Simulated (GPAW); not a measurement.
Crystal: SnTe3.

```
Te Sn
1.0
     0.00000    3.86122    3.86122
     3.86122    0.00000    3.86122
     3.86122    3.86122    0.00000
Te Sn
3 1
Cartesian
  3.8612 3.8612 3.8612
  5.7918 5.7918 5.7918
  1.9306 1.9306 1.9306
  0.0000 0.0000 0.0000
```

The cell comes from a database or a generator and needn't be the stable form of this composition.

Base run:

```yaml
Program: GPAW 26.7.0
Functional: LDA
Potentials_or_basis: the program's PAW data sets (release 1.2.1) made for this functional
Cutoff: 600 eV
Basis: pw
k_mesh: 6 × 6 × 6
Occupations: fermi-dirac, width 0.05 eV
Spin: no spin polarisation
```

Its results: pressure -4.2 GPa.

Task: After a change of settings the same cell gave: pressure -0.3 GPa. Which change was it?
A. functional from LDA to PBEsol; potentials or basis from the program's PAW data sets (release 1.2.1) made for this functional to PAW data sets generated in the run's folder for this functional
B. functional from LDA to r2SCAN; potentials or basis from the program's PAW data sets (release 1.2.1) made for this functional to GPAW PAW data sets (gpaw-data 1.2.1)
C. cutoff from 600 eV to 450 eV; k mesh from 6 × 6 × 6 to 5 × 5 × 5

Result: B.

Caveats: the PAW data sets were made with another functional, which shifts forces and pressure a little (some runs).

Runs at the PBE level aren't shown here.
